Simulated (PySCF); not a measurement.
**[WO(OH)3]+: forces at shaken geometries**

Aim: move all atoms of relaxed [WO(OH)3]+ at random and read energies and forces. The structure is generated, not taken from experiment.

Method: B3LYP, W def2-SVP with ECP60, O def2-SVP, H def2-SVP; scalar-relativistic core potentials, no spin–orbit coupling; program: PySCF 2.14.0.

3 further runs of the same task are left out: 2 for a known fault of the program, 1 that didn't finish.

## Step 1: Where the work starts

8 atoms, charge 1, spin multiplicity 1.

Bond lengths: W1–O2 1.680 Å, W1–O3 1.828 Å, W1–O5 1.828 Å, W1–O7 1.828 Å, O3–H4 0.973 Å, O5–H6 0.974 Å, O7–H8 0.973 Å. Angles: O2–W1–O3 108.4°, O2–W1–O5 108.5°, O2–W1–O7 108.5°, O3–W1–O5 110.5°, O3–W1–O7 110.4°, O5–W1–O7 110.4°, W1–O3–H4 146.3°, W1–O5–H6 146.3°, W1–O7–H8 147.0°.

Coordinates:

| atom | x (Å) | y (Å) | z (Å) |
| --- | --- | --- | --- |
| W1 | -0.1529 | -0.1147 | -0.1726 |
| O2 | 0.8818 | 0.7555 | 0.8248 |
| O3 | -1.3055 | -1.0648 | 0.8813 |
| H4 | -1.5773 | -1.2853 | 1.7896 |
| O5 | 0.8489 | -1.2434 | -1.2046 |
| H6 | 1.7433 | -1.5531 | -1.4321 |
| O7 | -1.0728 | 1.0636 | -1.2240 |
| H8 | -1.2289 | 1.9936 | -1.4643 |

Formal oxidation states: W +6. An earlier session relaxed this geometry at B3LYP, W def2-SVP with ECP60, O def2-SVP, H def2-SVP (singlet, point group C3v).

Its energy there is -369.489732 Eh.

## Step 2: Atoms moved at random, σ = 0.03 Å

Contents of run.py (the lines that set the calculation):

```python
mol = gto.M(atom='''
W     -0.11361    -0.10193    -0.16330
O      0.87079     0.75367     0.85673
O     -1.29132    -1.06932     0.88255
H     -1.59080    -1.27374     1.78690
O      0.85453    -1.27697    -1.21861
H      1.73377    -1.56802    -1.48994
O     -1.09588     1.09662    -1.21471
H     -1.23092     1.99106    -1.44147''',
    basis={'W': 'def2-SVP', 'O': 'def2-SVP', 'H': 'def2-SVP'},
    ecp={'W': 'def2-SVP'},
    charge=1, spin=0)
mf = dft.RKS(mol, xc='B3LYP')
mf.grids.atom_grid = (50, 194)
mf = mf.density_fit()  # fitting sets: W def2-universal-JKFIT, O def2-universal-JKFIT, H def2-universal-JKFIT
mf.conv_tol = 1e-08; mf.max_cycle = 55
mf.kernel(dm0)  # dm0: the density of the relaxed state
```

Started as:

```bash
OMP_NUM_THREADS=2 python run.py
```

Output:

```text
init E= -369.483395844535
  HOMO = -0.562004766147569  LUMO = -0.295576722039346  gap/eV = 7.24988
cycle= 1 E= -369.483615131134  delta_E= -0.000219  |g|= 0.0762  |ddm|= 0.207
  HOMO = -0.555791893419482  LUMO = -0.292838986857099  gap/eV = 7.15531
cycle= 2 E= -369.47425942414  delta_E= 0.00936  |g|= 0.232  |ddm|= 0.201
  HOMO = -0.560682513813025  LUMO = -0.296408640933368  gap/eV = 7.19126
cycle= 3 E= -369.484759913156  delta_E= -0.0105  |g|= 0.0163  |ddm|= 0.155
  HOMO = -0.560595385792527  LUMO = -0.295368366888854  gap/eV = 7.21719
cycle= 4 E= -369.484788273055  delta_E= -2.84e-05  |g|= 0.0105  |ddm|= 0.0174
  HOMO = -0.560535385215732  LUMO = -0.295668408087171  gap/eV = 7.20740
cycle= 5 E= -369.484809858293  delta_E= -2.16e-05  |g|= 0.0017  |ddm|= 0.00798
  HOMO = -0.56056755696277  LUMO = -0.295673126823499  gap/eV = 7.20814
cycle= 6 E= -369.484810445833  delta_E= -5.88e-07  |g|= 0.000355  |ddm|= 0.00143
  HOMO = -0.560592556470982  LUMO = -0.295641803422142  gap/eV = 7.20968
cycle= 7 E= -369.484810441934  delta_E= 3.9e-09  |g|= 0.000397  |ddm|= 0.000542
  HOMO = -0.560570025974487  LUMO = -0.295653220084163  gap/eV = 7.20875
cycle= 8 E= -369.484810475315  delta_E= -3.34e-08  |g|= 2.63e-05  |ddm|= 0.00028
  HOMO = -0.560571903819101  LUMO = -0.295657969578273  gap/eV = 7.20868
cycle= 9 E= -369.484810475468  delta_E= -1.53e-10  |g|= 1.04e-05  |ddm|= 3.66e-05
  HOMO = -0.560570550230827  LUMO = -0.295654360117043  gap/eV = 7.20874
Extra cycle  E= -369.48481047545  delta_E= 1.77e-11  |g|= 1.52e-05  |ddm|= 2.43e-05
converged SCF energy = -369.48481047545
```

It took 4 s on 2 threads of Arm Neoverse V1, shared host.

It gives: E = -369.484810 Eh (+0.134 eV from the relaxed state), HOMO -15.25 eV, LUMO -8.05 eV, Mulliken charge on W1 +1.43 e, largest force component 3.185 eV/Å. 

| atom | Fx | Fy | Fz (eV/Å) |
| --- | --- | --- | --- |
| W1 | -2.239 | -0.853 | -1.535 |
| O2 | 1.057 | 0.736 | 0.756 |
| O3 | 0.508 | 0.389 | -0.521 |
| H4 | 0.070 | 0.054 | -0.020 |
| O5 | -0.680 | 0.750 | 0.587 |
| H6 | 0.396 | -0.133 | -0.080 |
| O7 | 1.195 | -3.185 | 1.316 |
| H8 | -0.307 | 2.241 | -0.503 |

## Step 3: Atoms moved at random, σ = 0.1 Å

Contents of run.py (the lines that set the calculation):

```python
mol = gto.M(atom='''
W     -0.29462    -0.12371     0.03907
O      1.00976     0.66824     0.77787
O     -1.18896    -1.14445     0.86594
H     -1.61019    -1.12953     1.74015
O      0.72206    -1.39227    -1.08718
H      1.75181    -1.56336    -1.52368
O     -1.06142     1.17387    -1.32133
H     -1.19188     2.06259    -1.49269''',
    basis={'W': 'def2-SVP', 'O': 'def2-SVP', 'H': 'def2-SVP'},
    ecp={'W': 'def2-SVP'},
    charge=1, spin=0)
mf = dft.RKS(mol, xc='B3LYP')
mf.grids.atom_grid = (50, 194)
mf = mf.density_fit()  # fitting sets: W def2-universal-JKFIT, O def2-universal-JKFIT, H def2-universal-JKFIT
mf.conv_tol = 1e-08; mf.max_cycle = 55
mf.kernel(dm0)  # dm0: the density of the relaxed state
```

Started as:

```bash
OMP_NUM_THREADS=2 python run.py
```

Output:

```text
init E= -369.023461756404
  HOMO = -0.650779291154878  LUMO = -0.448812915789993  gap/eV = 5.49579
cycle= 1 E= -369.292327419997  delta_E= -0.269  |g|= 0.492  |ddm|= 1.26
  HOMO = -0.436037893198893  LUMO = -0.278182971158555  gap/eV = 4.29545
cycle= 2 E= -369.081394092535  delta_E= 0.211  |g|= 1.17  |ddm|= 1.21
  HOMO = -0.498835099138014  LUMO = -0.287066053557884  gap/eV = 5.76253
cycle= 3 E= -369.320147800106  delta_E= -0.239  |g|= 0.354  |ddm|= 0.908
  HOMO = -0.516797992033122  LUMO = -0.3176302240776  gap/eV = 5.41963
cycle= 4 E= -369.344438491659  delta_E= -0.0243  |g|= 0.126  |ddm|= 0.339
  HOMO = -0.515718343836346  LUMO = -0.31986351422438  gap/eV = 5.32948
cycle= 5 E= -369.346672052982  delta_E= -0.00223  |g|= 0.0589  |ddm|= 0.105
  HOMO = -0.519049684427185  LUMO = -0.318968049693794  gap/eV = 5.44450
cycle= 6 E= -369.347323156921  delta_E= -0.000651  |g|= 0.0235  |ddm|= 0.0535
  HOMO = -0.518126539125086  LUMO = -0.317829817612665  gap/eV = 5.45035
cycle= 7 E= -369.347428690662  delta_E= -0.000106  |g|= 0.00298  |ddm|= 0.0165
  HOMO = -0.518084307492609  LUMO = -0.318156235984684  gap/eV = 5.44032
cycle= 8 E= -369.34742942077  delta_E= -7.3e-07  |g|= 0.00262  |ddm|= 0.00437
  HOMO = -0.518247489357951  LUMO = -0.318123377838067  gap/eV = 5.44565
cycle= 9 E= -369.347430814396  delta_E= -1.39e-06  |g|= 0.000598  |ddm|= 0.00233
  HOMO = -0.518204363230723  LUMO = -0.318104757734169  gap/eV = 5.44499
cycle= 10 E= -369.347430897426  delta_E= -8.3e-08  |g|= 9.41e-05  |ddm|= 0.000609
  HOMO = -0.518208703698506  LUMO = -0.31810777879571  gap/eV = 5.44502
cycle= 11 E= -369.347430899711  delta_E= -2.29e-09  |g|= 1.79e-05  |ddm|= 0.000108
  HOMO = -0.518207424787477  LUMO = -0.31810827116141  gap/eV = 5.44498
Extra cycle  E= -369.347430899249  delta_E= 4.63e-10  |g|= 5.14e-05  |ddm|= 5.44e-05
converged SCF energy = -369.347430899249
```

Run time: 4.1 s. Hardware: 2 threads of Arm Neoverse V1, shared host.

Result: E = -369.347431 Eh (+3.872 eV from the relaxed state), HOMO -14.10 eV, LUMO -8.66 eV, Mulliken charge on W1 +1.32 e, largest force component 17.663 eV/Å. 

| atom | Fx | Fy | Fz (eV/Å) |
| --- | --- | --- | --- |
| W1 | 13.158 | 10.975 | -17.663 |
| O2 | -1.149 | -0.178 | 1.435 |
| O3 | -9.715 | -9.335 | 10.181 |
| H4 | -0.506 | -0.976 | 0.658 |
| O5 | 1.377 | 1.103 | 0.192 |
| H6 | -4.111 | 1.163 | 2.033 |
| O7 | 1.326 | -6.190 | 3.677 |
| H8 | -0.380 | 3.437 | -0.513 |

## Step 4: Atoms moved at random, σ = 0.1 Å

Contents of run.py (the lines that set the calculation):

```python
mol = gto.M(atom='''
W     -0.37968    -0.15968    -0.15718
O      0.85059     0.80251     0.83455
O     -1.35063    -0.94231     0.88593
H     -1.53091    -1.37930     1.77987
O      0.92668    -1.16835    -1.18553
H      1.82705    -1.71701    -1.32860
O     -1.03501     1.22015    -1.31433
H     -1.17154     1.89537    -1.51655''',
    basis={'W': 'def2-SVP', 'O': 'def2-SVP', 'H': 'def2-SVP'},
    ecp={'W': 'def2-SVP'},
    charge=1, spin=0)
mf = dft.RKS(mol, xc='B3LYP')
mf.grids.atom_grid = (50, 194)
mf = mf.density_fit()  # fitting sets: W def2-universal-JKFIT, O def2-universal-JKFIT, H def2-universal-JKFIT
mf.conv_tol = 1e-08; mf.max_cycle = 55
mf.kernel(dm0)  # dm0: the density of the relaxed state
```

Started as:

```bash
OMP_NUM_THREADS=2 python run.py
```

Output:

```text
init E= -369.162257980247
  HOMO = -0.595708800513391  LUMO = -0.398728612614302  gap/eV = 5.36010
cycle= 1 E= -369.2283337105  delta_E= -0.0661  |g|= 0.449  |ddm|= 1.07
  HOMO = -0.416418219133828  LUMO = -0.280497548032065  gap/eV = 3.69859
cycle= 2 E= -368.876110343376  delta_E= 0.352  |g|= 1.41  |ddm|= 1.29
  HOMO = -0.50350753608502  LUMO = -0.289869834100187  gap/eV = 5.81338
cycle= 3 E= -369.24240843874  delta_E= -0.366  |g|= 0.387  |ddm|= 1.05
  HOMO = -0.507908086744965  LUMO = -0.312055834935396  gap/eV = 5.32941
cycle= 4 E= -369.265776273869  delta_E= -0.0234  |g|= 0.211  |ddm|= 0.391
  HOMO = -0.51486273867407  LUMO = -0.320428487084267  gap/eV = 5.29083
cycle= 5 E= -369.273724393174  delta_E= -0.00795  |g|= 0.0678  |ddm|= 0.166
  HOMO = -0.516071422528552  LUMO = -0.317711727914673  gap/eV = 5.39764
cycle= 6 E= -369.274620196411  delta_E= -0.000896  |g|= 0.0219  |ddm|= 0.0536
  HOMO = -0.515886268584958  LUMO = -0.316826509285979  gap/eV = 5.41669
cycle= 7 E= -369.274714477754  delta_E= -9.43e-05  |g|= 0.00342  |ddm|= 0.0155
  HOMO = -0.515981456725216  LUMO = -0.316861574863284  gap/eV = 5.41833
cycle= 8 E= -369.274715761879  delta_E= -1.28e-06  |g|= 0.00238  |ddm|= 0.00379
  HOMO = -0.516100143688152  LUMO = -0.31698765588606  gap/eV = 5.41813
cycle= 9 E= -369.274716919824  delta_E= -1.16e-06  |g|= 0.00032  |ddm|= 0.00186
  HOMO = -0.516074439855332  LUMO = -0.316950563091973  gap/eV = 5.41844
cycle= 10 E= -369.274716943099  delta_E= -2.33e-08  |g|= 8.7e-05  |ddm|= 0.000354
  HOMO = -0.516073770050933  LUMO = -0.316956705920562  gap/eV = 5.41825
cycle= 11 E= -369.274716944955  delta_E= -1.86e-09  |g|= 2.07e-05  |ddm|= 8.47e-05
  HOMO = -0.516068055154044  LUMO = -0.316955941442829  gap/eV = 5.41812
Extra cycle  E= -369.274716943778  delta_E= 1.18e-09  |g|= 7.96e-05  |ddm|= 6.89e-05
converged SCF energy = -369.274716943778
```

Wall time 4.2 s (2 threads of Arm Neoverse V1, shared host).

It gives: E = -369.274717 Eh (+5.851 eV from the relaxed state), HOMO -14.04 eV, LUMO -8.62 eV, Mulliken charge on W1 +1.41 e, largest force component 33.969 eV/Å. 

| atom | Fx | Fy | Fz (eV/Å) |
| --- | --- | --- | --- |
| W1 | 15.368 | 10.709 | -8.746 |
| O2 | -4.996 | -3.646 | -2.816 |
| O3 | -7.248 | -6.567 | 9.248 |
| H4 | -0.165 | 0.559 | -1.135 |
| O5 | -0.292 | -0.517 | 1.029 |
| H6 | -2.890 | 1.818 | 0.697 |
| O7 | 6.670 | -33.969 | 11.085 |
| H8 | -6.446 | 31.613 | -9.362 |

## Step 5: The displacements side by side

| σ (Å) | energy rise (eV) | harmonic estimate −½ F·u (eV) | largest force component (eV/Å) |
| --- | --- | --- | --- |
| 0.03 | 0.134 | 0.134 | 3.18 |
| 0.1 | 3.872 | 3.976 | 17.66 |
| 0.1 | 5.851 | 7.097 | 33.97 |

Every displacement raises the energy. For a harmonic well the rise equals −½ F·u; the two differ by at most 21 % here (a move with σ = 0.1 Å), from anharmonicity, the grid and the small forces left at the relaxed point. These are double-zeta-type bases without diffuse functions. Spin–orbit coupling is left out.
